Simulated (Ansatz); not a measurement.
# Rb: the cost of one run

Program: Ansatz 0.2.0. Level of theory: DFT PBEsol, scalar-relativistic, plane waves, PAW. These are calculated values, not measurements.

## 1. The starting structure

It takes space group Im-3m (No. 229, cubic). Conventional cell: a = 5.612 Å, b = 5.612 Å, c = 5.612 Å, α = 90.00°, β = 90.00°, γ = 90.00°.

Structure file:

```cif
data_structure
_symmetry_space_group_name_H-M 'P 1'
_symmetry_Int_Tables_number 1
_cell_length_a 4.8601
_cell_length_b 4.8601
_cell_length_c 4.8601
_cell_angle_alpha 109.471
_cell_angle_beta 109.471
_cell_angle_gamma 109.471
_cell_volume 88.37
loop_
_atom_site_label
_atom_site_type_symbol
_atom_site_fract_x
_atom_site_fract_y
_atom_site_fract_z
_atom_site_occupancy
Rb1 Rb 0.00000 0.00000 0.00000 1
```

No relaxation comes first: the listed cell is the starting point.

## 2. The reference cell

The reference gives a free energy of -3216.9965 eV, pressure -0.06 GPa, largest force 0.000 eV/Å and gap on the mesh none (metal). It was computed beforehand with the settings of the runs below.

## 3. Setting up a two-dimensional strain map

The cell is strained by p along both x and y and by q along z, with fractional coordinates fixed.

## 4. At p = -0.080, q = -0.080

Contents of input.yaml:

```yaml
crystal:
  lattice:
    - [-2.58152, 2.58152, 2.58152]
    - [2.58152, -2.58152, 2.58152]
    - [2.58152, 2.58152, -2.58152]
  atoms:
    - { symbol: Rb, position: [0.0, 0.0, 0.0] }
basis:
  ecutwfc: 420
kpoints:
  mp_grid: { grid: [12, 12, 12] }
hamiltonian:
  xc: pbesol
scf:
  occupations: { method: gaussian, width: 0.15 }
output:
  forces: true
  stress: true
  eigenvalues: true
```

Launch:

```
ansatz run input.yaml --threads 1 --pin off --max-ram 2560MiB --backend cpu --events-out ev --progress --plain --runs-dir out
```

**Question.** How long does this run take on 1 thread of Arm Neoverse V1, shared host, and how much memory does it need?

About 2.7 s, with a peak of 0.31 GiB.
